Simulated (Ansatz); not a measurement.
# KCdCO3F: the band gap up the ladder of functionals

One table from this session's results is given with a row withheld; the runs are named, their logs left out.

The runs shown are made with Ansatz 0.2.0. PAW datasets, plane waves. The values are computed, spin-unpolarised, and not measurements.

## The structure to begin with

The cell was relaxed beforehand with r2SCAN.

It is hexagonal, P-6m2 (No. 187); a = 5.042 Å, c = 4.424 Å in the conventional setting, 13.91 Å³ an atom. Near K stand 6 O at 2.75 Å and 3 F at 2.91 Å; near Cd stand 2 F at 2.21 Å and 6 O at 2.53 Å; near C stand 3 O at 1.28 Å; near O stand 1 C at 1.28 Å; near F stand 2 Cd at 2.21 Å and 3 K at 2.91 Å.

As a file:

```cif
data_structure
_symmetry_space_group_name_H-M 'P-6m2'
_symmetry_Int_Tables_number 187
_cell_length_a 5.0419
_cell_length_b 5.0419
_cell_length_c 4.4241
_cell_angle_alpha 90.000
_cell_angle_beta 90.000
_cell_angle_gamma 120.000
_cell_volume 97.40
loop_
_atom_site_label
_atom_site_type_symbol
_atom_site_symmetry_multiplicity
_atom_site_Wyckoff_symbol
_atom_site_fract_x
_atom_site_fract_y
_atom_site_fract_z
_atom_site_occupancy
K1 K 1 a 0.00000 0.00000 0.00000 1
Cd1 Cd 1 f 0.66667 0.33333 0.50000 1
C1 C 1 d 0.33333 0.66667 0.50000 1
O1 O 3 k 0.18641 0.37283 0.50000 1
F1 F 1 e 0.66667 0.33333 0.00000 1
```

Set-up of the first run:

input.yaml reads:

```yaml
crystal:
  lattice:
    - [5.0419290554, 0.0, 0.0]
    - [-2.5209645277, 4.3664386461, 0.0]
    - [0.0, 0.0, 4.4240642867]
  atoms:
    - { symbol: K, position: [0.0, 0.0, 0.0] }
    - { symbol: Cd, position: [0.6666666667, 0.3333333333, 0.5] }
    - { symbol: C, position: [0.3333333333, 0.6666666667, 0.5] }
    - { symbol: O, position: [0.1864134963, 0.3728269925, 0.5] }
    - { symbol: O, position: [0.1864134963, 0.8135865037, 0.5] }
    - { symbol: O, position: [0.6271730075, 0.8135865037, 0.5] }
    - { symbol: F, position: [0.6666666667, 0.3333333333, 0.0] }
kpoints:
  mp_grid: { grid: [6, 6, 6] }
  band_path:
    path:
      - [[0.0, 0.0, 0.0], [0.5, 1.261318849264e-16, 0.0], [0.3333333333333, 0.3333333333333, 0.0], [0.0, 0.0, 0.0], [0.0, 0.0, 0.5], [0.5, 1.261318849264e-16, 0.5], [0.3333333333333, 0.3333333333333, 0.5], [0.0, 0.0, 0.5]]
      - [[0.5, 1.261318849264e-16, 0.5], [0.5, 1.261318849264e-16, 0.0]]
      - [[0.3333333333333, 0.3333333333333, 0.5], [0.3333333333333, 0.3333333333333, 0.0]]
    npoints: 10
hamiltonian:
  xc: pbe
scf:
  occupations: { method: fermi_dirac, width: 0.02 }
  n_extra_bands: 5
output:
  forces: true
  stress: true
  eigenvalues: true
  write_density: true
  write_potential: true
  elf: true
  volumetric_format: npy
```

The run is started by

```sh
$ ansatz run input.yaml --threads 4 --pin off --max-ram 9216MiB --backend cpu --events-out ev --progress --plain --runs-dir out
```

Steps of the session up to this table: PBE bands along the symmetry lines; Single point with r2SCAN; HSE06 at the same geometry; PBE+SOC; PBE0; LDA; DDH-PBE0 at the same geometry; Hartree-Fock.

One of the session's tables, all rows but one given; the rest of the session is left out.

| level | gap (eV) |
| --- | --- |
| PBE | 2.03 |
| r2SCAN | 2.68 |
| HSE06 | 3.84 |
| PBE+SOC | 2.03 |
| PBE0 | 4.60 |
| LDA | 1.75 |
| DDH-PBE0 | 5.76 |
| Hartree-Fock | ? |

**Question.** Estimate the row for Hartree-Fock.

The run gave: gap (eV): 13.00. In the column «gap (eV)» it is the highest.

PBE reaches 53 % of the HSE06 value, and r2SCAN 70 %. PBE0 lies 0.76 eV above HSE06, which differs from it by screening the long-range exchange.

Limits of these values: Warnings in the runs' records: stress exchange threshold loose, stress scf threshold loose.
